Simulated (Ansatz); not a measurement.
## Ta, space group Fm-3m: a check of PAW against all-electron LAPW

Program: Ansatz 0.2.0 through its Python package.

The script reads `ta.cif`:
```cif
data_Ta
_cell_length_a 2.983991
_cell_length_b 2.983991
_cell_length_c 2.983991
_cell_angle_alpha 60.00000
_cell_angle_beta 60.00000
_cell_angle_gamma 60.00000
_symmetry_space_group_name_H-M 'P 1'
_symmetry_Int_Tables_number 1
loop_
_symmetry_equiv_pos_as_xyz
'x, y, z'
loop_
_atom_site_label
_atom_site_type_symbol
_atom_site_fract_x
_atom_site_fract_y
_atom_site_fract_z
Ta1 Ta    0.000000    0.000000    0.000000
```

The script, `ta_paw_lapw.py`:
```python
"""Checking the PAW result for Ta with LAPW."""

import ansatz as az
from ase.io import read
import numpy as np

XC = "PBEsol"


def count_gap(report):
    # lowest empty less highest filled band, counting bands; zero where they overlap
    return max(report.get("gap_by_band_count_ev") or 0.0, 0.0)


def main() -> None:
    atoms = read("ta.cif")
    system = az.Crystal.from_ase(atoms)

    model = (
        system.calculation()
        .occupations(az.OccupationsMethod.GAUSSIAN)
        .kpoints(14)
        .functional(XC)
        .stress()
        .forces()
        .band_table()
    )
    variants = {
        "PAW": model.pseudopotentials("paw"),
        "LAPW": model.pseudopotentials("all_electron", lapw=True),
    }
    # totals differ by the cores that each treatment holds, so compare what does not depend on them
    rows = []
    for label, variant in variants.items():
        data = variant.run().report
        levels = np.array(data["eigenvalues_ev"][0]) - data["fermi_energy_ev"]
        print(label, "levels at the first k-point near E_F:", np.round(levels[np.abs(levels) < 5], 3))
        rows.append((label, data["n_electrons"], np.trace(data["stress_gpa"]) / 3, count_gap(data)))
    for row in rows:
        print("; ".join(f"{name} = {round(v, 4) if isinstance(v, float) else v}" for name, v in zip(["treatment", "electrons in bands", "P GPa", "gap by band count eV"], row)))


if __name__ == "__main__":
    main()
```

```console
$ python ta_paw_lapw.py
DeckWarning: basis.ecutwfc = 420 eV, auto-derived from the records' recommended cutoffs: set by Ta (normal level)
PAW levels at the first k-point near E_F: [0.433 0.433 0.433 3.421 3.421]
LAPW levels at the first k-point near E_F: [0.43  0.43  0.43  3.417 3.417]
treatment = PAW; electrons in bands = 13.0; P GPa = -6.0528; gap by band count eV = 0.0
treatment = LAPW; electrons in bands = 43.0; P GPa = -6.0476; gap by band count eV = 0.0
```
(Warnings from the package without file and line.)

PAW gives -6.053 GPa and LAPW -6.048 GPa, 0.005 GPa apart. They took 1.4 and 17.4 s of processor time.

Notes:
- A gap by band count of zero or less means overlapping bands, a metal, and at an odd count of electrons it is no gap at all.
- At these settings the cell as given stands under about -6 GPa, so it isn't at this functional's equilibrium volume.
- This isn't the structure that Ta takes at ambient conditions.
- Gaps and levels are Kohn-Sham values on a finite set of k-points, without spin-orbit coupling.
- Pressure is positive in compression; the treatments may keep other shells as core, so totals and counts of electrons can differ.
- Hardware and time: 20 s on 1 thread of Arm Neoverse V1, with other jobs on the host, peak memory 0.56 GiB.
